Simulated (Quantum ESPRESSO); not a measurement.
## CoO under changes of volume

One of the cells (9.684 Å³/atom); the others are scaled copies at fixed shape and fractional positions:

```
CELL_PARAMETERS angstrom
0.00000 2.13150 2.13150
2.13150 0.00000 2.13150
2.13150 2.13150 0.00000
ATOMIC_POSITIONS crystal
Co 0.00000 0.00000 0.00000
O 0.50000 0.50000 0.50000
```

- Program: Quantum ESPRESSO 7.5
- Functional: PBE
- Potentials or basis: SSSP 1.3 efficiency PBE
- Cutoff: 748 eV
- Density cutoff: 5987 eV
- k mesh: 11 × 11 × 11
- Occupations: fermi-dirac, width 0.05 eV
- Spin: collinear spin, ferromagnetic start
- Starting moments: [2.0, 0.0] μB

| volume (Å³/atom) | energy over the lowest point (meV/atom) | pressure (GPa) | moment (μB per cell) |
| --- | --- | --- | --- |
| 9.103 | ? | ? | ? |
| 9.297 | 5.23 | 5.7 | 2.94 |
| 9.490 | 0.25 | 1.8 | 2.97 |
| 9.684 | 0.00 | -1.9 | 2.99 |
| 9.878 | 4.15 | -5.3 | 3.00 |
| 10.071 | 12.24 | -8.3 | 3.00 |
| 10.265 | 23.90 | -11.1 | 3.00 |

What does the run at 9.103 Å³/atom give?

Energy over the lowest point 15.01 meV/atom; pressure 9.9 GPa; moment 2.88 μB per cell.

Worked out: A Birch-Murnaghan fit of order 3 (a polynomial in V^(-2/3)) to the other rows has its minimum at 9.60 Å³/atom with B0 = V·E''(V) = 186 GPa and B' = 3.9. It gives 15.57 meV/atom at 9.103 Å³/atom, against the run's 15.01, and -dE/dV = 10.9 GPa, against 9.9. A parabola through the other rows of the moment, of slope 0.208 μB per Å³/atom there, extrapolates to 2.90 μB, against the run's 2.88. The fit is too stiff a form for this range.

Energies are extrapolated to zero smearing.

Caveats: a cell with one magnetic atom can't hold antiferromagnetic order, which such compounds often take.
